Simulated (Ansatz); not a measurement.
What does this script print? It uses the Ansatz DFT code, driven from Python.

`energy_alclh3nosi.py`
```python
"""Single point of AlClH3NOSi in a Gaussian basis."""

import ansatz as az
import numpy as np
import pandas as pd

GEOMETRY = """
O    -0.63920    1.00970    1.57290
Si    0.44410    0.51450    0.39180
N     0.37960   -1.28020    0.27900
Al   -0.38320   -0.73500   -1.33120
Cl   -2.07790   -0.99410   -2.82690
H    -0.89340    2.00210    1.29470
H     1.85410    1.00460    0.55370
H     1.40810   -1.57860    0.01030
"""


def main() -> None:
    molecule = az.Crystal.molecule()
    for line in GEOMETRY.strip().splitlines():
        symbol, *xyz = line.split()
        molecule = molecule.atom(symbol, [float(v) for v in xyz])

    base = (
        molecule.calculation()
        .basis(gaussian="6-31G*")
        .functional("B3LYP")
        .forces()
    )
    out = base.run(threads=1)
    report = out.report

    print(f"E = {report['free_energy_ev']:.6f} eV = {report['free_energy_ev'] / 27.211386246:.7f} Ha")
    print("converged:", report["converged"], " doubts:", report["published_state_doubts"] or "none")

    state = report["mean_field"]["state"]
    print(f"mean field: {state['energy']['hartree']:.7f} Ha, <S^2> = {abs(state['spin_squared']):.4f}, stability: {state.get('stability', {}).get('kind')}")

    symbols = [site.symbol for site in molecule.cartesian_sites]
    forces = np.array(report["forces_ev_ang"])
    print("largest force", round(float(np.linalg.norm(forces, axis=1).max()), 4), "eV/A, rms", round(float(np.sqrt((forces ** 2).mean())), 4))

    charges = report["charge_distribution"]
    table = pd.DataFrame({"atom": symbols, "mulliken": charges["mulliken_charges_e"], "lowdin": charges["lowdin_charges_e"]})
    print(table.round(3).to_string())
    print("dipole (e A):", np.round(charges["dipole_moment_e_ang"], 4) + 0.0)


if __name__ == "__main__":
    main()
```

```console
$ python energy_alclh3nosi.py
E = -30584.453366 eV = -1123.9579303 Ha
converged: True  doubts: none
mean field: -1123.9579303 Ha, <S^2> = 0.0000, stability: minimum
largest force 3.4544 eV/A, rms 1.3388
  atom  mulliken  lowdin
0    O    -0.640  -0.364
1   Si     0.612   0.268
2    N    -0.737  -0.407
3   Al     0.453   0.020
4   Cl    -0.315  -0.063
5    H     0.405   0.333
6    H    -0.092  -0.068
7    H     0.315   0.281
dipole (e A): [ 0.6066  0.296  -0.1681]
```

Reading the output:
- Total energies depend on the basis set; only differences at equal settings carry meaning.
- The geometry is a force-field or estimated start, not a minimum of this method, and the basis set is short of its limit.
- The Löwdin charges here are taken after orthogonalising the functions within each atom; they differ from plain Löwdin charges, and their signs can be unphysical.
- b3lyp holds the VWN-RPA fit, as in Gaussian; the form of ORCA and Turbomole is b3lyp5.
- Finished in 5.9 s on 1 thread of Arm Neoverse V1 (shared host), peak memory 0.28 GiB.
